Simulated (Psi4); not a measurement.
# SiHCl2OF (SMILES O[Si](F)(Cl)Cl) at wB97X/def2-SVP

What is the vertical singlet–triplet gap of SiHCl2OF at wB97X/def2-SVP? 

Program for the calculation: Psi4 1.11.

## Step 1: The structure to begin with

The species is SiHCl2OF (6 atoms), meant as a singlet with charge 0. SMILES: `O[Si](F)(Cl)Cl`. Geometry: relaxed at PBE0-D4/def2-TZVP. This is one conformer, not always the lowest.

Bond lengths: O1–Si2 1.612 Å, Si2–F3 1.579 Å, Si2–Cl4 2.026 Å, Si2–Cl5 2.011 Å, O1–H6 0.959 Å. Angles: O1–Si2–F3 111.1°, O1–Si2–Cl4 111.7°, O1–Si2–Cl5 107.8°, F3–Si2–Cl4 106.6°, F3–Si2–Cl5 108.3°, Cl4–Si2–Cl5 111.3°, Si2–O1–H6 118.9°.

## Step 2: Energy and forces at wB97X/def2-SVP

Input file cl2fhosi.json:

```json
{
  "schema_name": "qcschema_input",
  "schema_version": 1,
  "molecule": {
    "schema_name": "qcschema_molecule",
    "schema_version": 2,
    "symbols": ["O", "Si", "F", "Cl", "Cl", "H"],
    "geometry": [-0.95941395, 0.85736874, 2.12121757, 0.41479488, 0.02532233, -0.46751824, 2.9918144, -1.37326397, 0.08390384, -1.74100468, -2.40543238, -2.49368259, 1.16785075, 3.18210982, -2.44625047, -1.79448393, -0.40723598, 3.11521352],
    "molecular_charge": 0,
    "molecular_multiplicity": 1,
    "fix_symmetry": "c1",
    "fix_com": true,
    "fix_orientation": true
  },
  "driver": "gradient",
  "model": {
    "method": "wb97x",
    "basis": "def2-SVP"
  },
  "keywords": {
    "puream": true,
    "e_convergence": 1e-09,
    "d_convergence": 1e-08,
    "scf_type": "pk",
    "dft_radial_points": 99,
    "dft_spherical_points": 590
  }
}
```

The run is started by

```console
$ psi4 --qcschema cl2fhosi.json -n 1 --memory 2200MB
```

stdout:

```text
[...]
  Running in c1 symmetry.
[...]
  Nuclear repulsion =  382.547113833674928
[...]
  Multiplicity = 1
[...]
  Nalpha       = 33
  Nbeta        = 33
[...]
    Number of basis functions: 87
[...]
   @RKS iter   1: -1385.04965053728733   -2.06025e-01   7.47845e-03 DIIS/ADIIS
[...]
   @RKS iter  11: -1385.20937229721631   -1.20508e-11   8.84553e-09 DIIS
[...]
    Orbital Energies [Eh]
    ---------------------
    Doubly Occupied:
       1A   -101.489028     2A   -101.487007     3A    -66.251887
       4A    -24.759204     5A    -19.241023     6A     -9.563722
       7A     -9.561882     8A     -7.329572     9A     -7.327884
      10A     -7.322830    11A     -7.322615    12A     -7.320819
      13A     -7.320731    14A     -5.508055    15A     -3.868833
      16A     -3.868595    17A     -3.867473    18A     -1.317432
      19A     -1.159905    20A     -0.988297    21A     -0.964829
      22A     -0.714714    23A     -0.648533    24A     -0.594508
      25A     -0.592267    26A     -0.559878    27A     -0.525696
      28A     -0.495693    29A     -0.490628    30A     -0.470248
      31A     -0.450312    32A     -0.444552    33A     -0.436275
[...]
  @RKS Final Energy: -1385.20937229721631
   => Energetics <=
    Nuclear Repulsion Energy =            382.5471138336749277
    One-Electron Energy =               -2677.2646063660013169
    Two-Electron Energy =                 982.6862658313177690
    DFT Exchange-Correlation Energy =     -73.1781455962071874
    Empirical Dispersion Energy =           0.0000000000000000
    VV10 Nonlocal Energy =                  0.0000000000000000
    Total Energy =                      -1385.2093722972160776
[...]
 Multipole Moments:
 ------------------------------------------------------------------------------------
     Multipole            Electronic (a.u.)      Nuclear  (a.u.)        Total (a.u.)
 ------------------------------------------------------------------------------------
 L = 1.  Multiply by 2.5417464519 to convert [e a0] to [Debye]
 Dipole X            :        -13.9948460           13.5200456           -0.4748005
 Dipole Y            :         -7.9763565            7.6503673           -0.3259891
 Dipole Z            :         70.1829878          -69.6840287            0.4989591
 Magnitude           :                                                    0.7620135
[...]
  -Total Gradient:
     Atom            X                  Y                   Z
    ------   -----------------  -----------------  -----------------
       1        0.005082754552    -0.003406857067    -0.008856785425
       2        0.010306821403    -0.006643634278     0.008707379590
       3       -0.018809501865     0.010569928542    -0.003835425469
       4        0.002814796808     0.002966096449     0.002558250247
       5       -0.001020793453    -0.004482565329     0.003457516622
       6        0.001460370712     0.001055588964    -0.002259579935
[...]
```

The result, in JSON:

```text
{
 "driver": "gradient",
 "model": {
  "method": "wb97x",
  "basis": "def2-SVP"
 },
 "success": true,
 "return_result": [0.00508275455165302, -0.0034068570669664733, -0.008856785425223043, 0.010306821402869006, -0.006643634277602044, 0.008707379589802527, -0.018809501865173717, 0.010569928541691476, -0.003835425469473297, 0.002814796808391251, 0.0029660964491498854, 0.0025582502467228763, -0.0010207934529526536, -0.0044825653292110135, 0.003457516621621179, 0.001460370712344089, 0.00105558896385477, -0.0022595799347993883],
 "properties": {
  "calcinfo_nbasis": 87,
  "calcinfo_nmo": 87,
  "calcinfo_nalpha": 33,
  "calcinfo_nbeta": 33,
  "calcinfo_natom": 6,
  "nuclear_repulsion_energy": 382.5471138336749,
  "return_energy": -1385.2093722972163,
  "return_gradient": [0.00508275455165302, -0.0034068570669664733, -0.008856785425223043, 0.010306821402869006, -0.006643634277602044, 0.008707379589802527, -0.018809501865173717, 0.010569928541691476, -0.003835425469473297, 0.002814796808391251, 0.0029660964491498854, 0.0025582502467228763, -0.0010207934529526536, -0.0044825653292110135, 0.003457516621621179, 0.001460370712344089, 0.00105558896385477, -0.0022595799347993883],
  "scf_one_electron_energy": -2677.2646063660013,
  "scf_two_electron_energy": 982.6862658313178,
  "scf_xc_energy": -73.17814559620719,
  "scf_dipole_moment": [-0.47480046435213374, -0.3259891469520788, 0.498959071137719],
  "scf_total_energy": -1385.2093722972163,
  "scf_total_gradient": [0.00508275455165302, -0.0034068570669664733, -0.008856785425223043, 0.010306821402869006, -0.006643634277602044, 0.008707379589802527, -0.018809501865173717, 0.010569928541691476, -0.003835425469473297, 0.002814796808391251, 0.0029660964491498854, 0.0025582502467228763, -0.0010207934529526536, -0.0044825653292110135, 0.003457516621621179, 0.001460370712344089, 0.00105558896385477, -0.0022595799347993883],
  "scf_iterations": 11
 }
}
```

It took 12 s on 1 thread of Intel Xeon 6975P-C (Granite Rapids), shared host; peak memory 0.98 GiB.

## Step 3: The triplet, same level

Input file job.in:

```
memory 2.2 GB

molecule {
  0 3
  O     -0.507700     0.453700     1.122500
  Si     0.219500     0.013400    -0.247400
  F      1.583200    -0.726700     0.044400
  Cl    -0.921300    -1.272900    -1.319600
  Cl     0.618000     1.683900    -1.294500
  H     -0.949600    -0.215500     1.648500
  units angstrom
  symmetry c1
}

set reference uks
set puream true
set e_convergence 1e-09
set d_convergence 1e-08
set scf_type pk
set dft_radial_points 99
set dft_spherical_points 590
set maxiter 100

gradient("wb97x/def2-SVP")
print_variables()
```

The run is started by

```console
$ psi4 -n 1 job.in job.out
```

job.out (excerpt; [...] marks lines left out):

```text
[...]
  Running in c1 symmetry.
[...]
  Nuclear repulsion =  382.547113407934091
[...]
  Multiplicity = 3
[...]
  Nalpha       = 34
  Nbeta        = 32
[...]
    Number of basis functions: 87
[...]
   @UKS iter   1: -1384.64797178440767    1.95654e-01   8.39346e-03 ADIIS/DIIS
[...]
   @UKS iter  39: -1384.88011667353180   -1.88720e-11   8.07884e-09 DIIS
[...]
   @S^2 Observed:                2.006894447E+00
[...]
  @UKS Final Energy: -1384.88011667353180
   => Energetics <=
    Nuclear Repulsion Energy =            382.5471134079340914
    One-Electron Energy =               -2677.6604930439584678
    Two-Electron Energy =                 983.4379071229299143
    DFT Exchange-Correlation Energy =     -73.2046441604373683
    Empirical Dispersion Energy =           0.0000000000000000
    VV10 Nonlocal Energy =                  0.0000000000000000
    Total Energy =                      -1384.8801166735318020
  UHF NO Occupations:
  HONO-2 :   32  A 1.9980150
  HONO-1 :   33  A 1.0000000
[...]
 Multipole Moments:
 ------------------------------------------------------------------------------------
     Multipole            Electronic (a.u.)      Nuclear  (a.u.)        Total (a.u.)
 ------------------------------------------------------------------------------------
 L = 1.  Multiply by 2.5417464519 to convert [e a0] to [Debye]
 Dipole X            :          1.4351130           -1.8802317           -0.4451187
 Dipole Y            :         -0.3051254            0.2176149           -0.0875105
 Dipole Z            :         -2.7570878            2.8439366            0.0868487
 Magnitude           :                                                    0.4618781
[...]
  -Total Gradient:
     Atom            X                  Y                   Z
    ------   -----------------  -----------------  -----------------
       1        0.008175121688    -0.007335222264    -0.034898285526
       2       -0.000703329744     0.017608534178    -0.049112302412
       3       -0.042334321841     0.023687357702    -0.023179727368
       4        0.066461796696     0.083045141606     0.053909518305
       5       -0.033866103830    -0.119395399601     0.061762079427
       6        0.002106327017     0.002514916659    -0.008709556548
[...]
```

It took 37 s on 1 thread of Intel Xeon 6975P-C (Granite Rapids), shared host; peak memory 0.98 GiB.

## Step 4: Results

At wB97X/def2-SVP:

```
                                        quantity           value
                           singlet: total energy  -1385.20937 Eh
                          singlet: dipole moment          1.94 D
                            singlet: HOMO energy       -11.87 eV
                            singlet: LUMO energy         2.95 eV
                          singlet: HOMO–LUMO gap        14.82 eV
               singlet: largest force on an atom      1.127 eV/Å
                           triplet: total energy  -1384.88012 Eh
                          triplet: dipole moment          1.17 D
     triplet: HOMO energy (highest over α and β)        -3.18 eV
                                   triplet: ⟨S²⟩           2.007
               triplet: largest force on an atom      7.128 eV/Å
vertical energy of the triplet above the singlet        8.960 eV
```

What this shows: At this shape the triplet lies 8.96 eV (864 kJ/mol) above the singlet. The largest force (singlet) is 1.13 eV/Å: the shape isn't a stationary point for this species at this level.
